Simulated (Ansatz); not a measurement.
# C2H10AlClOSi: the cost of one run

Computed with Ansatz 0.2.0, Gaussian basis. Level: the settings change from run to run.

## Step 1: The molecule

The structure was relaxed beforehand with PBE0-D4 in a triple-zeta def2 set.

SMILES `[CH3][Al-]([CH3])([Cl])[OH+][SiH3]`, 16 atoms, charge 0, spin multiplicity 1.

Atoms are counted from 1 here; the program's logs count them from 0.

Bond lengths: C1–Al2 1.951 Å, C1–H7 1.095 Å, C1–H8 1.094 Å, C1–H9 1.095 Å, Al2–C3 1.958 Å, Al2–Cl4 2.174 Å, Al2–O5 1.996 Å, C3–H10 1.096 Å, C3–H11 1.094 Å, C3–H12 1.095 Å, O5–Si6 1.691 Å, O5–H13 0.969 Å, Si6–H14 1.479 Å, Si6–H15 1.475 Å, Si6–H16 1.480 Å. Angles: Al2–C1–H7 111.2°, Al2–C1–H8 112.0°, Al2–C1–H9 111.8°, H7–C1–H8 107.1°, H7–C1–H9 106.8°, H8–C1–H9 107.7°, C1–Al2–C3 122.2°, C1–Al2–Cl4 115.1°, C1–Al2–O5 104.8°, C3–Al2–Cl4 114.9°, C3–Al2–O5 102.3°, Cl4–Al2–O5 90.0°, Al2–C3–H10 112.6°, Al2–C3–H11 112.7°, Al2–C3–H12 110.3°, H10–C3–H11 107.9°, H10–C3–H12 106.3°, H11–C3–H12 106.7° and more.

Geometry (Å):

| atom | x (Å) | y (Å) | z (Å) |
| --- | --- | --- | --- |
| C1 | -1.91860 | -1.30482 | -0.35695 |
| Al2 | -0.26121 | -0.83558 | 0.55862 |
| C3 | 1.49959 | -1.21965 | -0.20634 |
| Cl4 | -0.35318 | -0.91864 | 2.72862 |
| O5 | -0.26636 | 1.15939 | 0.63373 |
| Si6 | 0.55245 | 2.27094 | -0.34349 |
| H7 | -2.06549 | -2.38951 | -0.37699 |
| H8 | -2.79498 | -0.87140 | 0.13331 |
| H9 | -1.91771 | -0.96641 | -1.39875 |
| H10 | 1.58971 | -0.88604 | -1.24631 |
| H11 | 2.31558 | -0.76552 | 0.36417 |
| H12 | 1.68405 | -2.29907 | -0.21330 |
| H13 | -0.34296 | 1.33236 | 1.58380 |
| H14 | 1.98238 | 2.30799 | 0.03312 |
| H15 | 0.35232 | 1.77016 | -1.71650 |
| H16 | -0.07878 | 3.59320 | -0.13254 |

## Step 2: HSE06/def2-TZVPP

Set apart from the defaults: atoms shaken by 0.03 Å, high accuracy.

in.yaml reads:

```yaml
crystal:
  periodic: [false, false, false]
  atoms:
    - {symbol: C, position_ang: [-1.934882, -1.306276, -0.327790]}
    - {symbol: Al, position_ang: [-0.248322, -0.831009, 0.622327]}
    - {symbol: C, position_ang: [1.523927, -1.209632, -0.201494]}
    - {symbol: Cl, position_ang: [-0.330619, -0.914649, 2.732537]}
    - {symbol: O, position_ang: [-0.275031, 1.121019, 0.611025]}
    - {symbol: Si, position_ang: [0.543005, 2.255158, -0.349829]}
    - {symbol: H, position_ang: [-2.087766, -2.282818, -0.361565]}
    - {symbol: H, position_ang: [-2.798155, -0.827403, 0.158541]}
    - {symbol: H, position_ang: [-1.904545, -0.936592, -1.383312]}
    - {symbol: H, position_ang: [1.590171, -0.919348, -1.218911]}
    - {symbol: H, position_ang: [2.274447, -0.792989, 0.378990]}
    - {symbol: H, position_ang: [1.696091, -2.311661, -0.216094]}
    - {symbol: H, position_ang: [-0.341851, 1.318449, 1.599087]}
    - {symbol: H, position_ang: [1.957908, 2.364537, 0.102519]}
    - {symbol: H, position_ang: [0.382234, 1.750325, -1.787325]}
    - {symbol: H, position_ang: [-0.101071, 3.641949, -0.106022]}
basis:
  gaussian: {orbitals: def2-TZVPP}
hamiltonian: {xc: {name: HSE06}}
accuracy: high
```

Started as:

```sh
$ ansatz run in.yaml --threads 4 --pin off --events-out ev --progress --plain --max-ram 11315MiB
```

Q: Estimate wall time and peak memory on 4 threads of Arm Neoverse V2, shared host.

About 41 s, with a peak of 4.5 GiB.
